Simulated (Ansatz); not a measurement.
**YTe: properties at the relaxed cell**

The task here is to estimate one member of a computed series from the others.

The COD entry's cell or inner coordinates are ideal or old and differ from later refinements, so a difference from it is no clean test against experiment.

Program: Ansatz 0.2.0. Level of theory: DFT PBEsol, scalar-relativistic, plane waves, PAW. These are calculated values, not measurements.

1 further run of the same task is left out (set aside as unsound or not needed).

### The structure to begin with

Symmetry: Fm-3m, No. 225, cubic system. Conventional cell: a = 6.080 Å, b = 6.080 Å, c = 6.080 Å, α = 90.00°, β = 90.00°, γ = 90.00°. Y (site symmetry m-3m) has 6 Te at 3.04 Å in its first shell of neighbours. Around Te (site symmetry m-3m) lie 6 Y at 3.04 Å.

Coordinates:

```cif
data_structure
_symmetry_space_group_name_H-M 'Fm-3m'
_symmetry_Int_Tables_number 225
_cell_length_a 6.0800
_cell_length_b 6.0800
_cell_length_c 6.0800
_cell_angle_alpha 90.000
_cell_angle_beta 90.000
_cell_angle_gamma 90.000
_cell_volume 224.76
loop_
_atom_site_label
_atom_site_type_symbol
_atom_site_symmetry_multiplicity
_atom_site_Wyckoff_symbol
_atom_site_fract_x
_atom_site_fract_y
_atom_site_fract_z
_atom_site_occupancy
Y1 Y 4 b 0.50000 0.00000 0.00000 1
Te1 Te 4 a 0.00000 0.00000 0.00000 1
```

It is the result of an earlier relaxation at this level (volume 28.09 Å³/atom; gap on the mesh: none (metal)).

Set-up of the first run:

Contents of input.yaml:

```yaml
crystal:
  lattice:
    - [0.0, 3.04, 3.04]
    - [3.04, 0.0, 3.04]
    - [3.04, 3.04, 0.0]
  atoms:
    - { symbol: "Y", position: [0.5, 0.5, 0.5] }
    - { symbol: Te, position: [0.0, 0.0, 0.0] }
basis:
  ecutwfc: 420
kpoints:
  mp_grid: { grid: [12, 12, 12] }
  band_path:
    path:
      - [[0.0, 0.0, 0.0], [0.5, 0.0, 0.5], [0.625, 0.25, 0.625]]
      - [[0.375, 0.375, 0.75], [0.0, 0.0, 0.0], [0.5, 0.5, 0.5], [0.5, 0.25, 0.75], [0.5, 0.0, 0.5]]
    npoints: 14
hamiltonian:
  xc: pbesol
scf:
  occupations: { method: gaussian, width: 0.1 }
  n_extra_bands: 6
output:
  forces: true
  stress: true
  eigenvalues: true
  populations: true
  dos: { projected: true, de: 0.02, nscf_kmesh: { grid: [18, 18, 18] } }
  bader: true
  write_density: true
  write_potential: true
  elf: true
  volumetric_format: npy
```

Run with:

```bash
$ ansatz run input.yaml --threads 1 --pin off --max-ram 2560MiB --backend cpu --events-out ev --progress --plain --runs-dir out
```

Among the steps run: Static run: bands, density of states and charges; The cell as listed, for comparison; Volume × 0.97; Point at V/V0 = 1.03; Volume × 0.94; The cell scaled to 1.06 of its volume; The cell scaled to 0.91 of its volume; Point at V/V0 = 1.10; Point at V/V0 = 0.88.

One of the session's tables, all rows but one given; the rest of the session is left out.

It belongs to the step «Fit of the equation of state». 

| volume (Å³/atom) | energy above the lowest point (meV/atom) | pressure (GPa) |
| --- | --- | --- |
| 24.723 | 108.4 | 11.57 |
| 25.566 | 57.4 | 7.94 |
| 26.409 | ? | ? |
| 27.252 | 5.6 | 2.22 |
| 28.094 | 0.0 | -0.02 |
| 28.937 | 5.3 | -1.93 |
| 29.780 | 19.9 | -3.55 |
| 30.904 | 51.4 | -5.34 |

Q: Estimate the row for volume (Å³/atom) = 26.409 from the others.

Worked estimate for «energy above the lowest point (meV/atom)». A straight line through the neighbours (25.566, 57.4) and (27.252, 5.6) gives 57.4 + (5.6 − 57.4) × (26.409 − 25.566) / (27.252 − 25.566) = 31.5; a parabola fitted to 4 rows on both sides gives 23.9.

The run gave: energy above the lowest point (meV/atom): 24.0; pressure (GPa): 4.85. In «energy above the lowest point (meV/atom)» the line misses by +7.5 and the parabola by -0.1.
